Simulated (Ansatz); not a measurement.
# C₂H₃BCl₃N: how energies converge with the basis set

Aim: see how fast density functionals converge with the basis set for C₂H₃BCl₃N.

Method: one geometry, several basis sets; program: Ansatz 0.2.0, Gaussian basis.

Plan: PBE0-D4/def2-SVP; ωB97M-V/def2-SVP; PBE0-D4/def2-QZVPP; ωB97M-V/def2-QZVPP; the functionals' def2-TZVPP values are taken from earlier runs.

## Step 1: Structure used throughout

The geometry comes from an earlier relaxation with PBE0-D4 in a triple-zeta def2 set; it is a stationary point, not always the lowest conformer.

SMILES `CC#[N+][B-](Cl)(Cl)Cl`, 10 atoms, charge 0, spin multiplicity 1.

Atoms are counted from 1 here; the program's logs count them from 0.

Bond lengths: C1–C2 1.438 Å, C1–H8 1.091 Å, C1–H9 1.091 Å, C1–H10 1.091 Å, C2–N3 1.139 Å, N3–B4 1.579 Å, B4–Cl5 1.823 Å, B4–Cl6 1.823 Å, B4–Cl7 1.823 Å. Angles: C2–C1–H8 109.5°, C2–C1–H9 109.5°, C2–C1–H10 109.5°, H8–C1–H9 109.5°, H8–C1–H10 109.5°, H9–C1–H10 109.5°, C1–C2–N3 180.0°, C2–N3–B4 179.9°, N3–B4–Cl5 105.1°, N3–B4–Cl6 105.0°, N3–B4–Cl7 105.0°, Cl5–B4–Cl6 113.5°, Cl5–B4–Cl7 113.5°, Cl6–B4–Cl7 113.5°.

## Step 2: PBE0-D4 in def2-SVP

in.yaml

```yaml
crystal:
  periodic: [false, false, false]
  atoms:
    - {symbol: C, position_ang: [0.761321, -1.375764, 1.397372]}
    - {symbol: C, position_ang: [0.245577, -0.435468, 0.438925]}
    - {symbol: N, position_ang: [-0.162942, 0.308995, -0.319967]}
    - {symbol: B, position_ang: [-0.731212, 1.341043, -1.371835]}
    - {symbol: Cl, position_ang: [0.529253, 2.653832, -1.475528]}
    - {symbol: Cl, position_ang: [-2.315396, 1.907626, -0.670048]}
    - {symbol: Cl, position_ang: [-0.918514, 0.389044, -2.915092]}
    - {symbol: H, position_ang: [1.299244, -2.169011, 0.875437]}
    - {symbol: H, position_ang: [1.441168, -0.863269, 2.080117]}
    - {symbol: H, position_ang: [-0.065401, -1.808225, 1.963517]}
basis:
  gaussian: {orbitals: def2-SVP}
hamiltonian: {xc: pbe0, dispersion: d4}
output: {orbitals: {seedname: orbitals}}
```

Launch:

```sh
$ ansatz run in.yaml --threads 4 --pin off --events-out ev --progress --plain --max-ram 11315MiB
```

After this run come: ωB97M-V in def2-SVP; PBE0-D4 in def2-QZVPP; ωB97M-V in def2-QZVPP.

Before running them: what should the planned runs give, taken together? Wanted: PBE0-D4: double and triple zeta above quadruple; ωB97M-V: double and triple zeta above quadruple.

**Answer**, as computed:

| quantity | value |
| --- | --- |
| PBE0-D4: double and triple zeta above quadruple | 18.76, 1.32 eV |
| ωB97M-V: double and triple zeta above quadruple | 18.72, 1.25 eV |

What this shows: PBE0-D4 gains 17.44 eV from double to triple zeta, then 1.32 eV more. Total energies overstate the basis error of differences, where much of it tends to cancel.
